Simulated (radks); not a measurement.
**Sc with its nuclear charge varied continuously**

What is the energy between the elements? 21 electrons are held in [Ar] 3d1 4s2 while Z is changed in small steps.

The numbers are computed with radks (a radial shooting solver on a logarithmic mesh, Libxc functionals) version 1 (Dirac Kohn-Sham, PBE, spin-unpolarised, spherical densities, finite nucleus; open shells fill j = l - 1/2 first), except any that are marked as measured or tabulated.

## 1. The atom as given

- element: scandium (Z = 21)
- charge: 0
- electrons: 21
- configuration: [Ar] 3d1 4s2
- nuclear rms radius: 3.5459 fm

In the logs a row gives level, spin channel, occupation and eigenvalue; Etot, Ekin, Encl (electron-nucleus), Eh (Hartree) and Exc are energies, all in hartree; err is the last residual, it the number of iterations.

## 2. Z = 21

The run's settings:

```text
Z 21
configuration [Ar] 3d1 4s2
relativity Dirac
functional pbe,pbe
spin unpolarised
j_filling energy
nucleus finite rms 3.5459 fm
c 137.035999084
```

Log:

```text
1s1/2   1   2.0000        -161.57047313
2s1/2   1   2.0000         -17.42705956
2p1/2   1   2.0000         -14.37796512
2p3/2   1   4.0000         -14.20738643
3s1/2   1   2.0000          -2.02197433
3p1/2   1   2.0000          -1.24764475
3p3/2   1   4.0000          -1.22891313
3d3/2   1   1.0000          -0.11929251
3d5/2   1   0.0000          -0.11818173
4s1/2   1   2.0000          -0.15365961
Etot -764.0618966504132
Ekin 770.7768288851396
Encl -1816.0076126099548
Eh 320.05904043701634
Exc -38.8901533626144
err 6.641978634000151e-10
it 14
```

The top filled level is 3d3/2, -3.246 eV.

From the orbitals of this run (lengths in bohr):

| level | occupation | energy (eV) | <r> | outermost maximum (interpolated) | 90 % within | nodes |
| --- | --- | --- | --- | --- | --- | --- |
| 2p1/2 | 2 | -391.24 | 0.3059 | 0.231 | 0.504 | 0 |
| 2p3/2 | 4 | -386.60 | 0.3085 | 0.233 | 0.508 | 0 |
| 3s1/2 | 2 | -55.021 | 1.075 | 0.927 | 1.61 | 2 |
| 3p1/2 | 2 | -33.950 | 1.163 | 0.964 | 1.79 | 1 |
| 3p3/2 | 4 | -33.440 | 1.171 | 0.971 | 1.81 | 1 |
| 4s1/2 | 2 | -4.181 | 3.721 | 3.12 | 5.60 | 3 |
| 3d3/2 | 1 | -3.246 | 1.866 | 1.10 | 3.39 | 0 |
| 3d5/2 | 0 | -3.216 | 1.873 | 1.10 | 3.40 | 0 |

Radial density 4πr²ρ:

| r (bohr) | 4πr²ρ (e/bohr) |
| --- | --- |
| 0.00239 | 0.4358 |
| 0.00360 | 0.9277 |
| 0.00541 | 1.925 |
| 0.00814 | 3.845 |
| 0.0122 | 7.250 |
| 0.0184 | 12.55 |
| 0.0275 | 18.98 |
| 0.0413 | 24.13 |
| 0.0621 | 24.01 |
| 0.0934 | 19.47 |
| 0.140 | 19.44 |
| 0.211 | 25.64 |
| 0.318 | 22.24 |
| 0.478 | 9.612 |
| 0.718 | 7.646 |
| 1.08 | 8.386 |
| 1.61 | 3.537 |
| 2.42 | 1.079 |
| 3.64 | 0.6819 |
| 5.48 | 0.2081 |
| 8.24 | 0.01684 |

## 3. Z = 20.8

Changes since step 2:

```diff
@@ -1,2 +1,2 @@
-Z 21
+Z 20.8
 configuration [Ar] 3d1 4s2
```

Log:

```text
1s1/2   1   2.0000        -158.14190738
2s1/2   1   2.0000         -16.90655239
2p1/2   1   2.0000         -13.90062094
2p3/2   1   4.0000         -13.73753043
3s1/2   1   2.0000          -1.89612363
3p1/2   1   2.0000          -1.13957178
3p3/2   1   4.0000          -1.12192661
3d3/2   1   1.0000          -0.05175178
3d5/2   1   0.0000          -0.05082463
4s1/2   1   2.0000          -0.10943754
Etot -746.8742138551371
Ekin 753.2913825985893
Encl -1776.3077989897752
Eh 314.4933971509628
Exc -38.35119461491402
err 8.200375387206891e-10
it 14
```

Energy against step 2 (Z = 21): +467.701 eV. The top filled level is 3d3/2, -1.408 eV.

## 4. Z = 21.2

Changes since step 3:

```diff
@@ -1,2 +1,2 @@
-Z 20.8
+Z 21.2
 configuration [Ar] 3d1 4s2
```

Log:

```text
1s1/2   1   2.0000        -165.04515531
2s1/2   1   2.0000         -17.96346728
2p1/2   1   2.0000         -14.87106418
2p3/2   1   4.0000         -14.69274311
3s1/2   1   2.0000          -2.15778840
3p1/2   1   2.0000          -1.36542498
3p3/2   1   4.0000          -1.34554494
3d3/2   1   1.0000          -0.19674461
3d5/2   1   0.0000          -0.19544671
4s1/2   1   2.0000          -0.20269401
Etot -781.4645623996489
Ekin 788.4877061386258
Encl -1856.050653630975
Eh 325.52336096503393
Exc -39.424975872333704
err 1.5122445845860809e-09
it 13
```

Energy against step 2 (Z = 21): -473.551 eV. Highest occupied level: 3d3/2 at -5.354 eV.

## 5. Z = 21.4

Changes since step 4:

```diff
@@ -1,2 +1,2 @@
-Z 21.2
+Z 21.4
 configuration [Ar] 3d1 4s2
```

Log:

```text
1s1/2   1   2.0000        -168.56451656
2s1/2   1   2.0000         -18.51416709
2p1/2   1   2.0000         -15.37832583
2p3/2   1   4.0000         -15.19200138
3s1/2   1   2.0000          -2.30197265
3p1/2   1   2.0000          -1.49137539
3p3/2   1   4.0000          -1.47028620
3d3/2   1   1.0000          -0.28270293
3d5/2   1   0.0000          -0.28121176
4s1/2   1   2.0000          -0.25598208
Etot -799.0815402310309
Ekin 806.423413968035
Encl -1896.4647119079086
Eh 330.916689461475
Exc -39.95693175263226
err 1.5613632884147756e-09
it 13
```

E − E(step 2, Z = 21) = -952.933 eV. The top filled level is 4s1/2, -6.966 eV.

## 6. Z = 21.6

Changes since step 5:

```diff
@@ -1,2 +1,2 @@
-Z 21.4
+Z 21.6
 configuration [Ar] 3d1 4s2
```

Log:

```text
1s1/2   1   2.0000        -172.12773320
2s1/2   1   2.0000         -19.07822147
2p1/2   1   2.0000         -15.89882290
2p3/2   1   4.0000         -15.70422747
3s1/2   1   2.0000          -2.45359547
3p1/2   1   2.0000          -1.62460092
3p3/2   1   4.0000          -1.60224204
3d3/2   1   1.0000          -0.37629263
3d5/2   1   0.0000          -0.37460032
4s1/2   1   2.0000          -0.31319293
Etot -816.9123751642526
Ekin 824.5836355407884
Encl -1937.2659370438569
Eh 336.25668528664846
Exc -40.48675894783237
err 4.316641257069933e-09
it 13
```

Energy against step 2 (Z = 21): -1438.1 eV. The top filled level is 4s1/2, -8.522 eV.

## 7. Z = 21.8

Changes since step 6:

```diff
@@ -1,2 +1,2 @@
-Z 21.6
+Z 21.8
 configuration [Ar] 3d1 4s2
```

Log:

```text
1s1/2   1   2.0000        -175.73428229
2s1/2   1   2.0000         -19.65502368
2p1/2   1   2.0000         -16.43195591
2p3/2   1   4.0000         -16.22881544
3s1/2   1   2.0000          -2.61205200
3p1/2   1   2.0000          -1.76452225
3p3/2   1   4.0000          -1.74083273
3d3/2   1   1.0000          -0.47691692
3d5/2   1   0.0000          -0.47501436
4s1/2   1   2.0000          -0.37410071
Etot -834.9567448973874
Ekin 842.9682200335127
Encl -1978.4648227760988
Eh 341.5547952454518
Exc -41.01493740025296
err 6.999509474061449e-10
it 14
```

Energy against step 2 (Z = 21): -1929.1 eV. The top filled level is 4s1/2, -10.180 eV.

## 8. Z = 22

Changes since step 7:

```diff
@@ -1,2 +1,2 @@
-Z 21.8
+Z 22
 configuration [Ar] 3d1 4s2
```

Log:

```text
1s1/2   1   2.0000        -179.38381062
2s1/2   1   2.0000         -20.24415434
2p1/2   1   2.0000         -16.97731087
2p3/2   1   4.0000         -16.76534484
3s1/2   1   2.0000          -2.77692262
3p1/2   1   2.0000          -1.91073861
3p3/2   1   4.0000          -1.88565670
3d3/2   1   1.0000          -0.58414535
3d5/2   1   0.0000          -0.58202249
4s1/2   1   2.0000          -0.43853910
Etot -853.2144160853619
Ekin 861.5771251117225
Encl -2020.0686954373627
Eh 346.8189556704483
Exc -41.541801430170054
err 7.893974635214835e-10
it 14
```

E − E(step 2, Z = 21) = -2426.0 eV. The top filled level is 4s1/2, -11.933 eV.

## 9. What came out

| Z | E (hartree) | E(electron-nucleus)/Z (hartree) | highest level | its energy (eV) | <r> (bohr) |
| --- | --- | --- | --- | --- | --- |
| 20.8 | -746.87421 | -85.3994 | 3d3/2 | -1.408 | 2.095 |
| 21 | -764.06190 | -86.4766 | 3d3/2 | -3.246 | 1.866 |
| 21.2 | -781.46456 | -87.5496 | 3d3/2 | -5.354 | 1.709 |
| 21.4 | -799.08154 | -88.6198 | 4s1/2 | -6.966 | 3.385 |
| 21.6 | -816.91238 | -89.6882 | 4s1/2 | -8.522 | 3.244 |
| 21.8 | -834.95674 | -90.7553 | 4s1/2 | -10.180 | 3.117 |
| 22 | -853.21442 | -91.8213 | 4s1/2 | -11.933 | 3.003 |

What this shows: At Z = 21 the central difference of E is -86.476 hartree, against -86.477 from the Hellmann-Feynman theorem. The top level goes from -1.408 eV at Z = 20.8 to -11.933 eV at Z = 22. Between Z = 21.2 and 21.4 the top level changes from 3d3/2 to 4s1/2, so the curve of the top level has a kink there, while E(Z) stays smooth.
